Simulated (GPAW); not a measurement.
# InAu3 (P-6m2) in GPAW: settings compared

One crystal, InAu3, is run at these levels: PBEsol, PBEsol+D3, PBEsol+D3(BJ); tasks: relaxation of cell and atoms.

Program: GPAW 26.7.0. These are calculated values, not measurements. Logs are shortened: lines on timing, memory, paths and dates and some standing lists are left out, and cuts for length are marked. The log counts tension as positive stress, the text compression.

### Step 1. Starting point

It takes space group P-6m2 (No. 187, hexagonal). The conventional cell has a = 3.161 Å, b = 3.161 Å, c = 9.058 Å, α = 90.00°, β = 90.00°, γ = 120.00°. Au (site symmetry 3m) is surrounded by 3 In at 2.90 Å and 9 Au at 2.92 to 3.16 Å. Au (site symmetry -6m2) is surrounded by 12 Au at 2.92 to 3.16 Å. In (site symmetry -6m2) is surrounded by 6 Au at 2.90 Å and 6 In at 3.16 Å.

The cell comes from a database or a generator and needn't be the stable form of this composition.

### Step 2. Relaxation of cell and atoms, PBEsol

The input, run.py:

```python
from ase import Atoms
from ase.filters import FrechetCellFilter
from ase.io import write
from ase.optimize import BFGS
from gpaw import GPAW, PW, setup_paths

setup_paths.insert(0, '.')

atoms = Atoms(['Au', 'Au', 'Au', 'In'],
              cell=[[3.1605898, 0.0, 0.0],
                    [-1.5802949, 2.7371510577, 0.0],
                    [0.0, 0.0, 9.057575]],
              scaled_positions=[[0.3333333333, 0.6666666667, 0.751605],
                                [0.3333333333, 0.6666666667, 0.248395],
                                [0.6666666667, 0.3333333333, 0.5],
                                [0.6666666667, 0.3333333333, 0.0]],
              pbc=True)

calc = GPAW(mode=PW(600),
            xc='PBEsol',
            kpts={'size': (6, 6, 2), 'gamma': True},
            occupations={'name': 'fermi-dirac', 'width': 0.05},
            nbands=42,
            convergence={'density': 1e-05, 'forces': 0.0001},
            maxiter=150,
            txt='gpaw.txt')
atoms.calc = calc
opt = BFGS(FrechetCellFilter(atoms), trajectory='relax.traj', logfile='-')
done = opt.run(fmax=0.02, steps=60)
calc.write('gs.gpw')
write('result.traj', atoms)
print('Converged:', done)
print('Cell:', atoms.cell.cellpar().round(4))
print('Volume:', round(atoms.get_volume(), 4))
print(atoms.get_scaled_positions().round(5))
```

Potentials or basis: PAW data sets generated in the run's folder for this functional, pw.

Command:

```bash
gpaw-setup -f PBEsol Au In
OMP_NUM_THREADS=1 python run.py
```

gpaw.txt:

```text
__  _  _
 | _ |_)|_||  |
 |__||  | ||/\| - 26.7.0

Input parameters:
  mode=PW(ecut=600.0),
  convergence={'density': 1e-05, 'forces': 0.0001},
  kpts=MonkhorstPack(size=(6, 6, 2), gamma=True),
  maxiter=150,
  nbands=42,
  occupations=Occupations(name='fermi-dirac', width=0.05),
  xc=XC(name='PBEsol')

Diagonalizing LCAO Hamiltonian
Converting LCAO to pw mode

        Au

           Au

        Au

           In

Atoms  # Å, Bohr magnetons
|   | symbol |         x |        y |        z |    initial magnetic moments |
|---|--------|-----------|----------|----------|-----------------------------|
| 0 |     Au | -0.000000 | 1.824767 | 6.807719 | ( 0.0000,  0.0000,  0.0000) |
| 1 |     Au | -0.000000 | 1.824767 | 2.249856 | ( 0.0000,  0.0000,  0.0000) |
| 2 |     Au |  1.580295 | 0.912384 | 4.528787 | ( 0.0000,  0.0000,  0.0000) |
| 3 |     In |  1.580295 | 0.912384 | 0.000000 | ( 0.0000,  0.0000,  0.0000) |

Unit cell  # Å
| periodic |         x |        y |        z |  lengths |     angles |
|----------|-----------|----------|----------|----------|------------|
|      yes |  3.160590 | 0.000000 | 0.000000 | 3.160590 |  90.000000 |
|      yes | -1.580295 | 2.737151 | 0.000000 | 3.160590 |  90.000000 |
|      yes |  0.000000 | 0.000000 | 9.057575 | 9.057575 | 120.000000 |

Number of symmetries: 12
Symmetry operations  # r_c * U_cc + t_c -> r_c
|    | kind |            matrix            |
|----|------|------------------------------|
|  0 |  σ   |  1, 1, 0,  0,-1, 0,  0, 0, 1 |
|  1 |  C2  |  1, 1, 0,  0,-1, 0,  0, 0,-1 |
|  2 |  E   |  1, 0, 0,  0, 1, 0,  0, 0, 1 |
|  3 |  σ   |  1, 0, 0,  0, 1, 0,  0, 0,-1 |
|  4 |  C3  |  0, 1, 0, -1,-1, 0,  0, 0, 1 |
|  5 |  S3  |  0, 1, 0, -1,-1, 0,  0, 0,-1 |
|  6 |  σ   |  0,-1, 0, -1, 0, 0,  0, 0, 1 |
|  7 |  C2  |  0,-1, 0, -1, 0, 0,  0, 0,-1 |
|  8 |  σ   | -1, 0, 0,  1, 1, 0,  0, 0, 1 |
|  9 |  C2  | -1, 0, 0,  1, 1, 0,  0, 0,-1 |
| 10 |  C3  | -1,-1, 0,  1, 0, 0,  0, 0, 1 |
| 11 |  S3  | -1,-1, 0,  1, 0, 0,  0, 0,-1 |
[... 221 lines left out ...]
           In

Atoms  # Å, Bohr magnetons
|   | symbol |         x |        y |        z |    initial magnetic moments |
|---|--------|-----------|----------|----------|-----------------------------|
| 0 |     Au | -0.000000 | 1.820352 | 6.784045 | ( 0.0000,  0.0000,  0.0000) |
| 1 |     Au | -0.000000 | 1.820352 | 2.242086 | ( 0.0000,  0.0000,  0.0000) |
| 2 |     Au |  1.576471 | 0.910176 | 4.513066 | ( 0.0000,  0.0000,  0.0000) |
| 3 |     In |  1.576471 | 0.910176 | 0.000000 | ( 0.0000,  0.0000,  0.0000) |

Unit cell  # Å
| periodic |         x |        y |        z |  lengths |     angles |
|----------|-----------|----------|----------|----------|------------|
|      yes |  3.152942 | 0.000000 | 0.000000 | 3.152942 |  90.000000 |
|      yes | -1.576471 | 2.730528 | 0.000000 | 3.152942 |  90.000000 |
|      yes |  0.000000 | 0.000000 | 9.026131 | 9.026131 | 120.000000 |

Number of symmetries: 12
Symmetry operations  # r_c * U_cc + t_c -> r_c
|    | kind |            matrix            |
|----|------|------------------------------|
|  0 |  σ   |  1, 1, 0,  0,-1, 0,  0, 0, 1 |
|  1 |  C2  |  1, 1, 0,  0,-1, 0,  0, 0,-1 |
|  2 |  E   |  1, 0, 0,  0, 1, 0,  0, 0, 1 |
|  3 |  σ   |  1, 0, 0,  0, 1, 0,  0, 0,-1 |
|  4 |  C3  |  0, 1, 0, -1,-1, 0,  0, 0, 1 |
|  5 |  S3  |  0, 1, 0, -1,-1, 0,  0, 0,-1 |
|  6 |  σ   |  0,-1, 0, -1, 0, 0,  0, 0, 1 |
|  7 |  C2  |  0,-1, 0, -1, 0, 0,  0, 0,-1 |
|  8 |  σ   | -1, 0, 0,  1, 1, 0,  0, 0, 1 |
|  9 |  C2  | -1, 0, 0,  1, 1, 0,  0, 0,-1 |
| 10 |  C3  | -1,-1, 0,  1, 0, 0,  0, 0, 1 |
| 11 |  S3  | -1,-1, 0,  1, 0, 0,  0, 0,-1 |
[... 695 lines left out ...]
No gap
No difference between direct/indirect transitions

Stress tensor  # eV/Ang^3
|         x |         y |         z |
|-----------|-----------|-----------|
| -0.001592 | -0.000000 | -0.000000 |
| -0.000000 | -0.001592 | -0.000000 |
| -0.000000 | -0.000000 |  0.003356 |

Forces  # eV/Ang
|       x |        y |        z |
|---------|----------|----------|
| 0.00000 | -0.00000 |  0.04711 |  # Au   0
| 0.00000 | -0.00000 | -0.04711 |  # Au   1
| 0.00000 | -0.00000 |  0.00000 |  # Au   2
| 0.00000 | -0.00000 |  0.00000 |  # In   3

Interpolating wave functions to new cell

        Au

           Au

        Au

           In

Atoms  # Å, Bohr magnetons
|   | symbol |         x |        y |         z |    initial magnetic moments |
|---|--------|-----------|----------|-----------|-----------------------------|
| 0 |     Au | -0.000000 | 1.795882 |  6.648437 | ( 0.0000,  0.0000,  0.0000) |
| 1 |     Au | -0.000000 | 1.795882 |  2.194798 | ( 0.0000,  0.0000,  0.0000) |
| 2 |     Au |  1.555280 | 0.897941 |  4.421617 | ( 0.0000,  0.0000,  0.0000) |
| 3 |     In |  1.555280 | 0.897941 | -0.000000 | ( 0.0000,  0.0000,  0.0000) |
[... 1203 lines left out ...]
|         16 |         5.083 |     2.000 |
|         17 |         5.083 |     2.000 |
|         18 |         5.203 |     2.000 |
|         19 |         5.916 |     2.000 |
|         20 |         5.916 |     2.000 |
|         21 |         6.557 |     2.000 |
[... 8 lines left out ...]
|         30 |        22.336 |     0.000 |
|         31 |        22.336 |     0.000 |
|        ... |               |           |
|         41 |        27.924 |     0.000 |

No gap
No difference between direct/indirect transitions

Stress tensor  # eV/Ang^3
|        x |         y |         z |
|----------|-----------|-----------|
| 0.001202 |  0.000000 |  0.000000 |
| 0.000000 |  0.001202 | -0.000000 |
| 0.000000 | -0.000000 |  0.012738 |

Forces  # eV/Ang
|        x |        y |        z |
|----------|----------|----------|
| -0.00000 | -0.00000 | -0.32896 |  # Au   0
|  0.00000 | -0.00000 |  0.32896 |  # Au   1
|  0.00000 |  0.00000 | -0.00000 |  # Au   2
| -0.00000 | -0.00000 |  0.00000 |  # In   3

Interpolating wave functions to new cell

        Au

           Au

        Au
[... 460 lines left out ...]
|         15 |         4.505 |     2.000 |
|         16 |         4.879 |     2.000 |
|         17 |         4.879 |     2.000 |
|         18 |         5.155 |     2.000 |
|         19 |         5.771 |     2.000 |
|         20 |         5.771 |     2.000 |
[... 8 lines left out ...]
|         29 |        21.571 |     0.000 |
|         30 |        21.693 |     0.000 |
|        ... |               |           |
|         41 |        27.456 |     0.000 |

No gap
No difference between direct/indirect transitions

Stress tensor  # eV/Ang^3
|         x |        y |         z |
|-----------|----------|-----------|
|  0.006140 | 0.000000 | -0.000000 |
|  0.000000 | 0.006140 |  0.000000 |
| -0.000000 | 0.000000 |  0.015582 |

Forces  # eV/Ang
|        x |       y |        z |
|----------|---------|----------|
| -0.00000 | 0.00000 | -0.27011 |  # Au   0
| -0.00000 | 0.00000 |  0.27011 |  # Au   1
|  0.00000 | 0.00000 |  0.00000 |  # Au   2
|  0.00000 | 0.00000 | -0.00000 |  # In   3

Interpolating wave functions to new cell

        Au

           Au

        Au
[... 478 lines left out ...]
No gap
No difference between direct/indirect transitions

Stress tensor  # eV/Ang^3
|         x |         y |        z |
|-----------|-----------|----------|
| -0.000141 |  0.000000 | 0.000000 |
|  0.000000 | -0.000141 | 0.000000 |
|  0.000000 |  0.000000 | 0.002334 |

Forces  # eV/Ang
|       x |       y |        z |
|---------|---------|----------|
| 0.00000 | 0.00000 |  0.01460 |  # Au   0
| 0.00000 | 0.00000 | -0.01460 |  # Au   1
| 0.00000 | 0.00000 |  0.00000 |  # Au   2
| 0.00000 | 0.00000 |  0.00000 |  # In   3

Interpolating wave functions to new cell

        Au

           Au

        Au

           In

Atoms  # Å, Bohr magnetons
|   | symbol |         x |        y |        z |    initial magnetic moments |
|---|--------|-----------|----------|----------|-----------------------------|
| 0 |     Au | -0.000000 | 1.887636 | 6.205210 | ( 0.0000,  0.0000,  0.0000) |
| 1 |     Au | -0.000000 | 1.887636 | 2.047124 | ( 0.0000,  0.0000,  0.0000) |
| 2 |     Au |  1.634741 | 0.943818 | 4.126167 | ( 0.0000,  0.0000,  0.0000) |
| 3 |     In |  1.634741 | 0.943818 | 0.000000 | ( 0.0000,  0.0000,  0.0000) |
[... 970 lines left out ...]
Stress tensor  # eV/Ang^3
|         x |         y |        z |
|-----------|-----------|----------|
| -0.000662 | -0.000000 | 0.000000 |
|  0.000000 | -0.000662 | 0.000000 |
|  0.000000 |  0.000000 | 0.000263 |

Forces  # eV/Ang
|        x |       y |        z |
|----------|---------|----------|
|  0.00000 | 0.00000 | -0.01132 |  # Au   0
|  0.00000 | 0.00000 |  0.01132 |  # Au   1
| -0.00000 | 0.00000 |  0.00000 |  # Au   2
| -0.00000 | 0.00000 |  0.00000 |  # In   3

# Writing to gs.gpw (mode='')
```

It took 8.7 min on 1 thread of Arm Neoverse V1, shared host; peak memory 0.39 GiB.

What came out:

```
Free energy                            : -14.6834 eV
Relaxed volume                         : 19.23 Å³/atom
Relaxed cell                           : a = 3.304 Å, b = 3.304 Å, c = 8.135 Å, α = 90.00°, β = 90.00°, γ = 120.00°
Space group after relaxing (to 0.05 Å) : P-6m2 (No. 187)
Energy gained by relaxing              : 34.6 meV/atom
Ionic steps                            : 17
Pressure after relaxing                : 0.1 GPa
Largest force after relaxing           : 0.011 eV/Å
Band gap on the k mesh                 : none (metal or under the smearing width)
```

Forces on the atoms (eV/Å):
```
Au   0.000  0.000 -0.011
Au   0.000  0.000  0.011
Au   0.000  0.000  0.000
In   0.000  0.000  0.000
```

Step by step:
```tsv
step	energy change (eV)	largest force (eV/Å)	pressure (GPa)	volume (Å³)
1	0.0000	0.0028	-6.35	78.36
2	-0.0246	0.0051	-5.54	77.71
3	-0.0908	0.0594	0.88	73.63
4	-0.0922	0.0471	-0.01	74.12
5	-0.0923	0.0426	0.02	74.10
6	-0.0940	0.0644	0.31	74.03
7	-0.0944	0.0831	0.21	74.11
8	-0.0964	0.1651	-0.23	74.54
9	-0.1037	0.3290	-0.81	75.42
10	-0.1080	0.4049	-1.52	76.74
11	-0.1157	0.2701	-1.49	76.47
12	-0.1290	0.0401	-0.60	76.06
13	-0.1319	0.0146	-0.11	76.12
14	-0.1339	0.0033	0.01	76.40
15	-0.1138	0.0295	0.43	78.01
16	-0.1363	0.0123	0.03	76.67
17	-0.1383	0.0113	0.06	76.92
```

Final structure:
```yaml
crystal:
  lattice:
    - [3.30426, 0.00000, 0.00000]
    - [-1.65213, 2.86157, 0.00000]
    - [0.00000, 0.00000, 8.13495]
  atoms:
    - { symbol: Au, position: [0.33333, 0.66667, 0.75185] }
    - { symbol: Au, position: [0.33333, 0.66667, 0.24815] }
    - { symbol: Au, position: [0.66667, 0.33333, 0.50000] }
    - { symbol: In, position: [0.66667, 0.33333, 0.00000] }
```

Caveat: the k mesh is coarse (spacing up to 0.38 Å⁻¹), so the values aren't converged; with this Au data set, volumes or pressures lay over 1.5 % or 2 GPa off other programs in two to four cells of ten; later steps reuse the first step's grids.

### Step 3. Relaxation of cell and atoms, PBEsol+D3

Changes to run.py since step 2:

```diff
@@ -1,2 +1,3 @@
 from ase import Atoms
+from ase.calculators.mixing import SumCalculator
 from ase.filters import FrechetCellFilter
@@ -4,2 +5,3 @@
 from ase.optimize import BFGS
+from dftd3.ase import DFTD3
 from gpaw import GPAW, PW, setup_paths
@@ -26,3 +28,3 @@
             txt='gpaw.txt')
-atoms.calc = calc
+atoms.calc = SumCalculator([calc, DFTD3(method='pbesol', damping='d3zero')])
 opt = BFGS(FrechetCellFilter(atoms), trajectory='relax.traj', logfile='-')
```

Potentials or basis: PAW data sets generated in the run's folder for this functional, pw.

Command:

```bash
gpaw-setup -f PBEsol Au In
OMP_NUM_THREADS=1 python run.py
```

Run time: 9.9 min. Hardware: 1 thread of Arm Neoverse V1, shared host; peak memory 0.39 GiB.

It converged, with:

| Quantity | Value |
| --- | --- |
| Free energy | -16.6347 eV |
| Relaxed volume | 18.82 Å³/atom |
| Relaxed cell | a = 3.300 Å, b = 3.300 Å, c = 7.983 Å, α = 90.00°, β = 90.00°, γ = 120.00° |
| Space group after relaxing (to 0.05 Å) | P-6m2 (No. 187) |
| Energy gained by relaxing | 71.2 meV/atom |
| Ionic steps | 19 |
| Pressure after relaxing | 0.0 GPa |
| Largest force after relaxing | 0.011 eV/Å |
| Band gap on the k mesh | none (metal or under the smearing width) |
| Dispersion energy per atom | -0.494 eV |

Forces on the atoms (eV/Å):
```
Au   0.000  0.000  0.011
Au   0.000  0.000 -0.011
Au   0.000  0.000  0.000
In   0.000  0.000  0.000
```

The path:
| step | energy change (eV) | largest force (eV/Å) | pressure (GPa) | volume (Å³) |
| --- | --- | --- | --- | --- |
| 1 | 0.0000 | 0.0504 | -9.39 | 78.36 |
| 2 | -0.0546 | 0.0550 | -8.33 | 77.40 |
| 3 | -0.2061 | 0.0665 | 2.56 | 70.84 |
| 4 | -0.2146 | 0.0603 | -0.22 | 72.15 |
| 5 | -0.2151 | 0.0538 | 0.10 | 72.00 |
| 6 | -0.2160 | 0.0328 | 0.46 | 71.85 |
| 7 | -0.2180 | 0.0292 | 0.93 | 71.70 |
| 8 | -0.2209 | 0.1447 | 1.26 | 71.73 |
| 9 | -0.2262 | 0.2869 | 1.17 | 72.05 |
| 10 | -0.2324 | 0.5522 | 0.63 | 73.25 |
| 11 | -0.2405 | 0.3975 | -0.05 | 73.24 |
| 12 | -0.2467 | 0.2625 | -0.51 | 73.38 |
| 13 | -0.2557 | 0.0976 | -0.96 | 73.86 |
| 14 | -0.2642 | 0.0096 | -0.66 | 74.15 |
| 15 | -0.2762 | 0.2142 | -0.11 | 75.82 |
| 16 | -0.2786 | 0.0378 | -0.18 | 74.79 |
| 17 | -0.2839 | 0.0433 | -0.06 | 75.16 |
| 18 | -0.2844 | 0.0264 | 0.00 | 75.39 |
| 19 | -0.2847 | 0.0110 | 0.00 | 75.28 |

Final structure:
```xyz
4
Lattice="3.2998 0.0000 0.0000 -1.6499 2.8577 0.0000 0.0000 0.0000 7.9835" Properties=species:S:1:pos:R:3 pbc="T T T"
Au    0.0000    1.9051    6.0066
Au    0.0000    1.9051    1.9769
Au    1.6499    0.9526    3.9917
In    1.6499    0.9526    0.0000
```

Levels at points of the mesh, in eV from the Fermi level:
```csv
k point,band 21,band 22,band 23,band 24,band 25,band 26
"(0.00, 0.00, 0.00)",-2.84,-2.21,-2.21,0.97,5.21,9.75
"(0.00, 0.00, 0.50)",-2.38,-2.20,-2.20,-1.98,9.24,9.71
"(0.50, 0.50, 0.00)",-2.15,-1.79,-0.69,-0.38,1.58,2.30
"(0.50, 0.50, 0.50)",-1.95,-1.83,-1.12,-0.54,2.66,3.60
```

Caveat: the k mesh is coarse (spacing up to 0.38 Å⁻¹), so the values aren't converged; with this Au data set, volumes or pressures lay over 1.5 % or 2 GPa off other programs in two to four cells of ten; later steps reuse the first step's grids; pairwise dispersion overbinds metals, which lowers pressure and volume. The run has no spin-orbit coupling, so splittings on Au are missing.

### Step 4. Relaxation of cell and atoms, PBEsol+D3(BJ)

Changes to run.py since step 3:

```diff
@@ -28,3 +28,3 @@
             txt='gpaw.txt')
-atoms.calc = SumCalculator([calc, DFTD3(method='pbesol', damping='d3zero')])
+atoms.calc = SumCalculator([calc, DFTD3(method='pbesol', damping='d3bj')])
 opt = BFGS(FrechetCellFilter(atoms), trajectory='relax.traj', logfile='-')
```

Command:

```bash
gpaw-setup -f PBEsol Au In
OMP_NUM_THREADS=1 python run.py
```

Run time: 7.5 min. Hardware: 1 thread of Arm Neoverse V1, shared host; peak memory 0.32 GiB.

Results (log left out):

```yaml
Free_energy: -16.9342 eV
Relaxed_volume: 17.80 Å³/atom
Relaxed_cell: a = 3.045 Å, b = 3.045 Å, c = 8.867 Å, α = 90.00°, β = 90.00°, γ = 120.00°
Space_group_after_relaxing_to_0.05_Å: P-6m2 (No. 187)
Energy_gained_by_relaxing: 66.3 meV/atom
Ionic_steps: 15
Pressure_after_relaxing: 0.0 GPa
Band_gap_on_the_k_mesh: none (metal or under the smearing width)
Dispersion_energy_per_atom: -0.585 eV
```

Forces on the atoms (eV/Å):
```
Au   0.000  0.000  0.003
Au   0.000  0.000 -0.003
Au   0.000  0.000  0.000
In   0.000  0.000  0.000
```

Step by step:
```csv
step,energy change (eV),largest force (eV/Å),pressure (GPa),volume (Å³)
1,0.0000,0.0106,-10.80,78.36
2,-0.0703,0.0026,-9.53,77.26
3,-0.2493,0.1066,2.69,70.28
4,-0.2594,0.0699,-0.44,71.66
5,-0.2598,0.0639,-0.06,71.48
6,-0.2601,0.0496,0.08,71.41
7,-0.2607,0.0096,0.18,71.34
8,-0.2610,0.0150,0.10,71.36
9,-0.2611,0.0257,-0.02,71.41
10,-0.2613,0.0306,-0.12,71.45
11,-0.2617,0.0364,-0.29,71.49
12,-0.2628,0.0401,-0.47,71.52
13,-0.2642,0.0330,-0.51,71.45
14,-0.2651,0.0134,-0.30,71.32
15,-0.2651,0.0029,-0.02,71.20
```

Final structure:
```xyz
4
Lattice="3.0450 0.0000 0.0000 -1.5225 2.6370 0.0000 0.0000 0.0000 8.8674" Properties=species:S:1:pos:R:3 pbc="T T T"
Au    0.0000    1.7580    6.6688
Au    0.0000    1.7580    2.1986
Au    1.5225    0.8790    4.4337
In    1.5225    0.8790    0.0000
```

Levels at points of the mesh, in eV from the Fermi level:
```
           k point  band 21  band 22  band 23  band 24  band 25  band 26
(0.00, 0.00, 0.00)    -3.07    -2.35    -2.35    -1.15     2.55    11.49
(0.00, 0.00, 0.50)    -3.05    -3.05    -2.34    -2.34     5.69     6.85
(0.50, 0.50, 0.00)    -1.93    -1.30    -0.56     0.27     1.79     2.08
(0.50, 0.50, 0.50)    -1.92    -1.34    -0.70     0.44     2.37     2.85
```

Caveat: the k mesh is coarse (spacing up to 0.38 Å⁻¹), so the values aren't converged; with this Au data set, volumes or pressures lay over 1.5 % or 2 GPa off other programs in two to four cells of ten; later steps reuse the first step's grids; pairwise dispersion overbinds metals, which lowers pressure and volume. Spin-orbit coupling is left out, which matters for the levels of Au.

### Step 5. Overview

| level | gap on the mesh (eV) | pressure (GPa) | relaxed volume (Å³/atom) | largest force (eV/Å) |
| --- | --- | --- | --- | --- |
| PBEsol | none | 0.1 | 19.23 | 0.01 |
| PBEsol+D3 | none | 0.0 | 18.82 | 0.01 |
| PBEsol+D3(BJ) | none | 0.0 | 17.80 | - |

Alike in all rows: task relaxation of cell and atoms; potentials or basis PAW data sets generated in the run's folder for this functional, pw; no spin polarisation; cell relaxed; k mesh 6 × 6 × 2; cutoff (eV) 600; smearing fermi-dirac 0.05 eV; the mesh is coarse, so values aren't converged.

Caveats: all runs use coarse meshes; with this Au data set, volumes or pressures lay over 1.5 % or 2 GPa off other programs in two to four cells of ten; later steps reuse the first step's grids; pairwise dispersion overbinds metals, which lowers pressure and volume (some runs).

Total energies depend on the potentials used, so only differences within one code and one set of settings carry meaning.
